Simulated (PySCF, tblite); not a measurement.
# C4H11O2P: geometry, infrared bands and NMR shifts

Aim: predict the infrared bands and NMR shifts of C4H11O2P (`CCC[P@@H](=O)CO`).

The runs use tblite 0.8.0 and PySCF 2.14.0, with density-fitted response routines of our own; the level of theory stands in each step. All values are computed, except where a source is named. Atoms are numbered from 0 throughout.

### Step 1. The molecule as given

18 atoms, charge 0, multiplicity 1; geometry from: force field or distance geometry start.

Bonds of the start (Å): C0–C1 1.50, C1–C2 1.53, C2–P3 1.83, P3–O4 1.53, P3–C5 1.81, C5–O6 1.43, C0–H7 1.10, C0–H8 1.09, C0–H9 1.10, C1–H10 1.10, C1–H11 1.10, C2–H12 1.08, C2–H13 1.10, P3–H14 1.41, C5–H15 1.10, C5–H16 1.09, O6–H17 0.99.

### Step 2. Relaxing the molecule with GFN2-xTB

What the job is given:

```
{"job": {"kind": "relax", "xc": "GFN2-xTB", "basis": "xTB"}, "charge": 0, "multiplicity": 1}
C     -2.396600    -0.505700    -0.306100
C     -1.218700    -1.285100     0.206700
C      0.122200    -0.729200    -0.271800
P      0.473700     0.952500     0.346100
O      0.659800     0.862000     1.862800
C      2.108400     1.250100    -0.372900
O      3.047000     0.444300     0.338300
H     -3.332400    -0.963100     0.031900
H     -2.405700    -0.480400    -1.398300
H     -2.399200     0.525900     0.068100
H     -1.236400    -1.289400     1.310100
H     -1.307600    -2.334700    -0.109300
H      0.919100    -1.388300     0.052700
H      0.132100    -0.692300    -1.372600
H     -0.463700     1.876700    -0.157700
H      2.386400     2.301400    -0.226700
H      2.141800     0.996400    -1.428200
H      2.760800     0.465200     1.281800
```

Run with:

```
> OMP_NUM_THREADS=1 python probes_run.py task.json out
```

The driver reads the jobs from task.json and runs them one after another.

**Question.** This job is followed by: GFN2-xTB harmonic vibrations, gas phase; GIAO PBE0/pcSseg-1 NMR shielding, non-relativistic, gas phase. What will the session give for the following? strongest single infrared mode (GFN2-xTB); zero-point energy (GFN2-xTB); 13C shifts against TMS (PBE0/pcSseg-1); 1H shifts against TMS (PBE0/pcSseg-1, means over atoms taken as alike); 31P shifts against H3PO4 (PBE0/pcSseg-1); 17O shifts against H2O (PBE0/pcSseg-1).

As calculated:

| quantity | value |
| --- | --- |
| strongest single infrared mode (GFN2-xTB) | 2264 cm⁻¹, 240 km/mol |
| zero-point energy (GFN2-xTB) | 92.5 kcal/mol |
| 13C shifts against TMS (PBE0/pcSseg-1) | 64.7, 30.8, 18.3, 16.5 ppm |
| 1H shifts against TMS (PBE0/pcSseg-1, means over atoms taken as alike) | 7.31, 4.40, 3.60, 2.59, 2.17, 1.78, 1.73, 1.20, 0.82 ppm |
| 31P shifts against H3PO4 (PBE0/pcSseg-1) | -7.9 ppm |
| 17O shifts against H2O (PBE0/pcSseg-1) | 46.9, -8.0 ppm |

What this shows: Over 86 steps the energy fell by 0.346 eV; of the close pairs, P3–O4 changed most, 1.531 to 1.467 Å. No mode is imaginary among the 48: a minimum at this level. The strongest single mode, at 2264 cm⁻¹, moves mainly H14. Unscaled tight-binding wavenumbers are off by several per cent, some by more. Its intensities can rank the bands wrongly. The most deshielded carbon is C5 (sp3 CH2 bonded to O and P), at 64.7 ppm: pulled downfield by the heteroatom. At PBE0/pcSseg-1: The largest span, 270 ppm, is at P3, where the paramagnetic term is -641 ppm.
